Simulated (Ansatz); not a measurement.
A nudged elastic band was laid between two geometries of a periodic cell of 33 atoms, LiAl₃₂ (host Al, host structure fcc, interstitial Li).

The calculation used Ansatz 0.2.0, DFT PBE-D3(BJ), scalar-relativistic, plane waves, PAW. Settings: cutoff 420 eV, k mesh 3x3x3, gaussian smearing 0.05 eV, no spin polarisation.

| Item | Value |
| --- | --- |
| movable images | 3 |
| climbing image | yes |
| spring | 5.0 eV/Å² |
| optimiser | quadratic models (default) |
| start path | straight line |
| force threshold | 0.05 eV/Å |
| iteration limit | 52 |
| end points | relaxed |

First end point:

```xyz
33
Lattice="8.1000 0.0000 0.0000 0.0000 8.1000 0.0000 0.0000 0.0000 8.1000" Properties=species:S:1:pos:R:3
Al 4.089 -0.036 0.040
Al 6.053 2.079 -0.111
Al 6.079 0.452 2.024
Al -0.066 0.004 -0.001
Al 2.014 2.031 -0.048
Al 4.037 4.106 -0.012
Al 6.077 6.064 -0.412
Al 1.979 0.106 2.004
Al 3.940 2.079 2.003
Al 6.065 3.854 2.013
Al 4.053 -0.001 3.980
Al 6.049 2.081 4.113
Al 6.054 0.105 6.032
Al -0.024 4.076 -0.038
Al 1.978 6.097 -0.108
Al 0.063 2.082 1.999
Al 1.974 3.989 1.998
Al 3.626 6.063 2.023
Al -0.035 0.030 4.016
Al 2.013 2.033 4.057
Al 4.014 4.079 4.024
Al 6.067 6.078 4.274
Al 2.014 0.045 6.062
Al 4.003 2.031 6.062
Al 6.048 3.990 6.026
Al 0.216 6.078 2.014
Al -0.008 4.060 4.043
Al 1.976 6.101 4.110
Al 0.007 2.034 6.061
Al 2.012 4.042 6.061
Al 3.943 6.096 6.031
Al 0.059 6.102 6.028
Li 5.938 6.245 1.902
```

Last end point:

```xyz
33
Lattice="8.1000 0.0000 0.0000 0.0000 8.1000 0.0000 0.0000 0.0000 8.1000" Properties=species:S:1:pos:R:3
Al 4.057 0.419 -0.006
Al 6.134 2.074 0.026
Al 6.010 0.005 2.031
Al -0.052 0.108 0.025
Al 1.920 2.072 0.025
Al 4.047 3.835 0.003
Al 6.274 6.083 0.005
Al 2.066 -0.043 1.984
Al 4.025 2.072 2.130
Al 6.043 4.081 2.058
Al 4.025 0.108 4.102
Al 6.081 2.038 4.061
Al 6.047 0.036 6.103
Al -0.055 3.989 0.026
Al 1.584 6.073 -0.009
Al -0.009 2.037 2.072
Al 2.028 4.123 2.022
Al 4.059 6.073 2.465
Al -0.009 0.049 4.059
Al 1.978 2.037 4.059
Al 4.024 3.989 4.104
Al 6.136 6.101 4.105
Al 2.019 0.005 6.140
Al 4.024 2.074 6.016
Al 6.068 4.055 6.082
Al -0.051 6.100 2.132
Al -0.010 4.044 4.060
Al 1.918 6.100 4.101
Al -0.011 2.038 6.069
Al 1.992 4.081 6.107
Al 4.045 6.083 5.875
Al -0.056 6.101 6.014
Li 3.890 6.208 0.159
```

(1) Which bonds break or form, and what moves?

(2) Give the energies along the band, and the barrier.

(3) What is the geometry of the highest image?

Answers

(1) Contacts lost: Al3–Li33, Al10–Li33, Al15–Al18, Al15–Al31, Al22–Li33, Al26–Li33. Contacts made: Al6–Li33, Al7–Al26, Al15–Li33, Al18–Al22, Al31–Li33. The atom that moves furthest is Li33, by 2.69 Å.

(2) The forces met the threshold. The highest image is number 2 of 0 to 4, 0.66 eV above the ends, which have the same energy within 2 meV. By the program's own check the climbing image is a first-order saddle point (lowest curvatures found: -0.79 and 0.27 eV/Å²). Limits of this set-up: coarse k mesh.

| image | path coordinate (Å) | energy (eV) | Al3–Li33 (Å) | Al10–Li33 (Å) | Al15–Al18 (Å) |
| --- | --- | --- | --- | --- | --- |
| 0 | 0.00 | 0.00 | 2.31 | 2.40 | 2.69 |
| 1 | 1.25 | 0.15 | 2.38 | 2.38 | 2.56 |
| 2 | 2.50 | 0.66 | 2.62 | 2.62 | 2.73 |
| 3 | 3.61 | 0.22 | 2.87 | 2.86 | 3.02 |
| 4 | 4.73 | 0.00 | 3.41 | 3.57 | 3.50 |

(3) 
```xyz
33
Lattice="8.1000 0.0000 0.0000 0.0000 8.1000 0.0000 0.0000 0.0000 8.1000" Properties=species:S:1:pos:R:3
Al 4.075 0.164 -0.040
Al 6.113 2.055 -0.080
Al 6.092 0.022 1.953
Al 0.069 0.107 -0.043
Al 2.051 2.054 -0.037
Al 4.075 3.946 -0.041
Al 6.558 6.106 -0.114
Al 1.941 0.294 1.991
Al 4.093 2.054 2.045
Al 6.092 4.088 1.952
Al 4.012 0.017 4.023
Al 6.053 2.054 4.011
Al 6.078 0.064 5.998
Al 0.068 4.002 -0.043
Al 2.021 6.107 -0.106
Al -0.131 2.055 2.001
Al 1.941 3.815 1.991
Al 2.975 6.105 2.449
Al -0.020 0.040 4.025
Al 2.005 2.055 4.083
Al 4.011 4.093 4.024
Al 5.962 6.107 3.897
Al 2.046 0.138 6.128
Al 4.084 2.055 5.999
Al 6.077 4.045 6.000
Al 0.161 6.106 2.113
Al -0.019 4.069 4.025
Al 2.003 6.105 4.653
Al -0.013 2.054 6.025
Al 2.046 3.971 6.127
Al 4.234 6.106 6.240
Al -0.153 6.105 5.913
Li 4.675 6.105 1.075
```

Run time: 21 min on 4 threads of Intel(R) Xeon(R) Platinum 8375C CPU @ 2.90GHz (Ice Lake) (shared host), peak memory 3 GiB.
